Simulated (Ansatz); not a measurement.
**Alloy of GaAs and AlAs (40 of 64 Ga sites exchanged), 128 atoms**

Aim: relax the alloy cell and compare the gap by PBEsol.

All numbers are computed with Ansatz 0.2.0 (PAW, plane waves).

1 further run of the same task is left out (it didn't finish).

### 1 Starting point

128 atoms (40 Al, 24 Ga, 64 As); a = 16.034 Å, b = 16.034 Å, c = 16.034 Å, α = 60.00°, β = 60.00°, γ = 60.00°. All atoms were shaken off their sites by about 0.02 Å along each axis; atoms next to an added one may be pushed further to make room.

Plan of the steps: (2) PBEsol cell relaxation at the single k point (½, ½, ½), on 1 × NVIDIA GB300 Max-Q with 8 threads of Arm Neoverse-V2.

### 2 PBEsol relaxation of the cell and the positions

in.yaml reads:

```yaml
crystal:
  lattice:
    - [0.000000, 11.337482, 11.337482]
    - [11.337482, 0.000000, 11.337482]
    - [11.337482, 11.337482, 0.000000]
  atoms:
    - { symbol: Al, position: [0.001148, 0.998457, 0.000491] }
    - { symbol: Al, position: [0.496396, 0.001990, 0.998635] }
    - { symbol: Al, position: [0.251464, 0.248920, 0.249405] }
    - { symbol: Al, position: [0.500373, 0.001277, 0.499001] }
    - { symbol: Al, position: [0.750070, 0.248911, 0.251452] }
    - { symbol: Al, position: [0.249543, 0.750520, 0.249449] }
    - { symbol: Al, position: [0.248888, 0.250114, 0.752833] }
    - { symbol: Al, position: [0.748570, 0.750643, 0.250603] }
    - { symbol: Al, position: [0.746423, 0.252613, 0.750217] }
    - { symbol: Al, position: [0.251035, 0.750692, 0.749230] }
    - { symbol: Al, position: [0.750230, 0.748852, 0.751201] }
    - { symbol: Al, position: [0.249177, 0.252091, 0.001253] }
    - { symbol: Al, position: [0.500680, 0.999479, 0.249165] }
    - { symbol: Al, position: [0.002219, 0.498572, 0.248433] }
    - { symbol: Al, position: [0.250561, 0.750634, 0.999155] }
    - { symbol: Al, position: [0.002551, 0.001011, 0.748542] }
    - { symbol: Al, position: [0.748684, 0.750165, 0.001728] }
    - { symbol: Al, position: [0.502242, 0.498471, 0.749598] }
    - { symbol: Al, position: [0.748125, 0.749399, 0.502341] }
    - { symbol: Al, position: [0.251717, 0.003063, 0.249053] }
    - { symbol: Al, position: [0.751786, 0.997164, 0.250201] }
    - { symbol: Al, position: [0.999900, 0.750907, 0.999395] }
    - { symbol: Al, position: [0.250436, 0.499793, 0.251707] }
    - { symbol: Al, position: [0.250615, 0.999190, 0.751069] }
    - { symbol: Al, position: [0.750187, 0.504658, 0.248604] }
    - { symbol: Al, position: [0.249475, 0.500751, 0.749618] }
    - { symbol: Al, position: [0.499937, 0.750041, 0.500226] }
    - { symbol: Al, position: [0.750096, 0.500843, 0.751543] }
    - { symbol: Al, position: [0.249992, 0.998594, 0.000021] }
    - { symbol: Al, position: [0.748598, 0.998912, 0.002966] }
    - { symbol: Al, position: [0.000414, 0.250542, 0.248019] }
    - { symbol: Al, position: [0.247495, 0.498395, 0.000750] }
    - { symbol: Al, position: [0.250334, 0.999910, 0.501488] }
    - { symbol: Al, position: [0.500683, 0.251487, 0.250719] }
    - { symbol: Al, position: [0.749966, 0.498944, 0.001377] }
    - { symbol: Al, position: [0.750499, 0.996635, 0.500168] }
    - { symbol: Al, position: [0.251493, 0.502402, 0.497029] }
    - { symbol: Al, position: [0.499972, 0.248642, 0.750061] }
    - { symbol: Al, position: [0.998456, 0.750738, 0.749843] }
    - { symbol: Al, position: [0.498627, 0.748880, 0.752050] }
    - { symbol: Ga, position: [0.001894, 0.497330, 0.999747] }
    - { symbol: Ga, position: [0.999262, 0.002581, 0.499614] }
    - { symbol: Ga, position: [0.501070, 0.497891, 0.999057] }
    - { symbol: Ga, position: [0.002472, 0.501289, 0.499061] }
    - { symbol: Ga, position: [0.500023, 0.499490, 0.500282] }
    - { symbol: Ga, position: [0.998667, 0.004517, 0.248636] }
    - { symbol: Ga, position: [0.749543, 0.250876, 0.001095] }
    - { symbol: Ga, position: [0.250771, 0.248370, 0.500694] }
    - { symbol: Ga, position: [0.499179, 0.500454, 0.252800] }
    - { symbol: Ga, position: [0.500801, 0.000883, 0.748767] }
    - { symbol: Ga, position: [0.751859, 0.249256, 0.499249] }
    - { symbol: Ga, position: [0.001023, 0.498028, 0.751604] }
    - { symbol: Ga, position: [0.248712, 0.747165, 0.501994] }
    - { symbol: Ga, position: [0.000264, 0.250003, 0.999929] }
    - { symbol: Ga, position: [0.501531, 0.249412, 0.001830] }
    - { symbol: Ga, position: [0.001096, 0.252883, 0.496997] }
    - { symbol: Ga, position: [0.502740, 0.753062, 0.996190] }
    - { symbol: Ga, position: [0.500913, 0.249758, 0.500895] }
    - { symbol: Ga, position: [0.753880, 0.001260, 0.747582] }
    - { symbol: Ga, position: [0.997151, 0.750737, 0.501276] }
    - { symbol: Ga, position: [0.999467, 0.747787, 0.250504] }
    - { symbol: Ga, position: [0.999419, 0.249117, 0.749613] }
    - { symbol: Ga, position: [0.499731, 0.749479, 0.251455] }
    - { symbol: Ga, position: [0.749945, 0.502288, 0.499885] }
    - { symbol: As, position: [0.064144, 0.062893, 0.061540] }
    - { symbol: As, position: [0.562984, 0.060389, 0.062669] }
    - { symbol: As, position: [0.062522, 0.562009, 0.064250] }
    - { symbol: As, position: [0.063440, 0.062075, 0.562878] }
    - { symbol: As, position: [0.315172, 0.313588, 0.312126] }
    - { symbol: As, position: [0.560762, 0.564623, 0.061717] }
    - { symbol: As, position: [0.561278, 0.060903, 0.564484] }
    - { symbol: As, position: [0.812598, 0.311005, 0.313908] }
    - { symbol: As, position: [0.060818, 0.561767, 0.560920] }
    - { symbol: As, position: [0.314304, 0.810633, 0.312879] }
    - { symbol: As, position: [0.313612, 0.310582, 0.815088] }
    - { symbol: As, position: [0.560870, 0.564580, 0.561820] }
    - { symbol: As, position: [0.812501, 0.814183, 0.311452] }
    - { symbol: As, position: [0.812564, 0.313184, 0.811639] }
    - { symbol: As, position: [0.312211, 0.813904, 0.812083] }
    - { symbol: As, position: [0.810162, 0.813329, 0.813145] }
    - { symbol: As, position: [0.061028, 0.063739, 0.313327] }
    - { symbol: As, position: [0.312286, 0.310103, 0.059811] }
    - { symbol: As, position: [0.563278, 0.064981, 0.312662] }
    - { symbol: As, position: [0.812700, 0.311826, 0.063719] }
    - { symbol: As, position: [0.065902, 0.560991, 0.311021] }
    - { symbol: As, position: [0.315954, 0.812539, 0.060676] }
    - { symbol: As, position: [0.061783, 0.061044, 0.815165] }
    - { symbol: As, position: [0.313635, 0.311835, 0.560416] }
    - { symbol: As, position: [0.562738, 0.563234, 0.313451] }
    - { symbol: As, position: [0.812244, 0.815328, 0.062039] }
    - { symbol: As, position: [0.561576, 0.063510, 0.813028] }
    - { symbol: As, position: [0.811139, 0.313100, 0.564322] }
    - { symbol: As, position: [0.062285, 0.562906, 0.812284] }
    - { symbol: As, position: [0.310249, 0.815268, 0.561799] }
    - { symbol: As, position: [0.561720, 0.563735, 0.812372] }
    - { symbol: As, position: [0.813344, 0.810636, 0.562213] }
    - { symbol: As, position: [0.060477, 0.311655, 0.064300] }
    - { symbol: As, position: [0.311908, 0.060894, 0.311303] }
    - { symbol: As, position: [0.563949, 0.312573, 0.062618] }
    - { symbol: As, position: [0.811562, 0.062693, 0.311797] }
    - { symbol: As, position: [0.061927, 0.812733, 0.063637] }
    - { symbol: As, position: [0.062247, 0.310580, 0.563727] }
    - { symbol: As, position: [0.312638, 0.562960, 0.311247] }
    - { symbol: As, position: [0.561488, 0.813282, 0.064818] }
    - { symbol: As, position: [0.312665, 0.063680, 0.811004] }
    - { symbol: As, position: [0.563917, 0.310478, 0.561738] }
    - { symbol: As, position: [0.812155, 0.560810, 0.311534] }
    - { symbol: As, position: [0.810201, 0.063005, 0.812828] }
    - { symbol: As, position: [0.060378, 0.811535, 0.563319] }
    - { symbol: As, position: [0.312008, 0.562999, 0.811950] }
    - { symbol: As, position: [0.562900, 0.814119, 0.564135] }
    - { symbol: As, position: [0.811871, 0.559744, 0.812585] }
    - { symbol: As, position: [0.313242, 0.062463, 0.060904] }
    - { symbol: As, position: [0.815034, 0.061552, 0.061979] }
    - { symbol: As, position: [0.061476, 0.312881, 0.312679] }
    - { symbol: As, position: [0.311456, 0.563487, 0.061766] }
    - { symbol: As, position: [0.310000, 0.064864, 0.564561] }
    - { symbol: As, position: [0.564007, 0.311648, 0.312083] }
    - { symbol: As, position: [0.808590, 0.564809, 0.061502] }
    - { symbol: As, position: [0.811448, 0.061535, 0.561165] }
    - { symbol: As, position: [0.062674, 0.812247, 0.313377] }
    - { symbol: As, position: [0.064517, 0.313182, 0.809623] }
    - { symbol: As, position: [0.313447, 0.561866, 0.561728] }
    - { symbol: As, position: [0.565258, 0.810940, 0.310524] }
    - { symbol: As, position: [0.562096, 0.311168, 0.814215] }
    - { symbol: As, position: [0.812096, 0.564823, 0.563122] }
    - { symbol: As, position: [0.061161, 0.810896, 0.813475] }
    - { symbol: As, position: [0.561482, 0.811443, 0.812563] }
kpoints:
  mp_grid: { grid: [1, 1, 1], shift: [0.5, 0.5, 0.5] }
hamiltonian:
  xc: pbesol
scf:
  occupations: { method: fermi_dirac, width: 0.01 }
relax:
  f_tol: 0.03
  max_steps: 80
  escape_saddle: false
  adjacent_minimum: "off"
  cell: { fix: [shape] }
output:
  forces: true
  eigenvalues: true
  populations: true
```

The run is started by

```
ansatz run in.yaml --threads 8 --pin off --max-ram 118750MiB --runs-dir r --events-out ev --progress --plain --backend cuda --devices 0,
```

Before running it: what results should come out? Wanted: for each run, top filled to lowest empty.

The runs gave:

```
             level        time  top filled to lowest empty (eV)
PBEsol, relaxation  12 s (GPU)                             1.69
```

```
     quantity                                                                         value
   relaxation                                              4 recorded steps, 0.81 eV gained
largest shift                                                0.08 Å (As82 and others alike)
 relaxed cell  a = 16.035 Å, b = 16.035 Å, c = 16.035 Å, α = 60.00°, β = 60.00°, γ = 60.00°
   mean bonds                                                    Al–As 2.455, As–Ga 2.454 Å
```

Relaxation gains 0.81 eV, with shifts up to 0.08 Å (As82 and others alike), while the volume changes by +0.0 %. Part of this undoes the random shake of the start. The mean lengths differ by only 0.00 Å, over all coordinations together. Spin–orbit coupling is left out, which matters for the band edges of the heavier elements here. With one k point the spacing samples only the states that fold onto it, so it can exceed the gap over the zone.
